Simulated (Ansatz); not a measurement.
SnSe2:

```
CELL_PARAMETERS angstrom
3.81100 0.00000 0.00000
-1.90550 3.30042 0.00000
0.00000 0.00000 6.13600
ATOMIC_POSITIONS crystal
Sn 0.00000 0.00000 0.00000
Se 0.66667 0.33333 0.75100
Se 0.33333 0.66667 0.24900
```

* Program: Ansatz 0.2.0
* Task: relaxation of cell and atoms
* Functional: PBEsol
* Potentials or basis: Ansatz PAW
* Cutoff: 420 eV (not typed: the program's choice for these potentials)
* k mesh: 8 × 8 × 5
* Occupations: fermi-dirac, width 0.05 eV
* Spin: no spin polarisation

At the start: volume 25.73 Å³/atom.

Question: How do energy, volume and symmetry change on relaxing?

Answer: It ends after 4 steps and the volume is 25.89 Å³/atom (+0.6 %); space group P-3m1 (No. 164, to 0.05 Å).

Step by step:
| step | energy change (eV) | largest force (eV/Å) | volume (Å³) |
| --- | --- | --- | --- |
| 1 | 0.0000 | 0.5999 | 77.18 |
| 2 | -0.0347 | 0.0977 | 77.56 |
| 3 | -0.0358 | 0.0008 | 77.67 |
| 4 | -0.0359 | 0.0007 | 77.67 |

Final structure:
```xyz
3
Lattice="3.8199 0.0000 0.0000 -1.9100 3.3082 0.0000 0.0000 0.0000 6.1463" Properties=species:S:1:pos:R:3 pbc="T T T"
Sn    0.0000    0.0000    0.0000
Se    1.9100    1.1027    4.5609
Se    0.0000    2.2054    1.5854
```

Caveat: the plane-wave basis is chosen anew once the cell has moved, so the energies of steps on either side of that aren't comparable; this functional lacks dispersion, which binds the layers, so the pressure and a relaxed spacing across them are unreliable; the PAW data sets come from PBE, with cores solved anew for the run's functional, which leaves a small shift of forces and pressure.
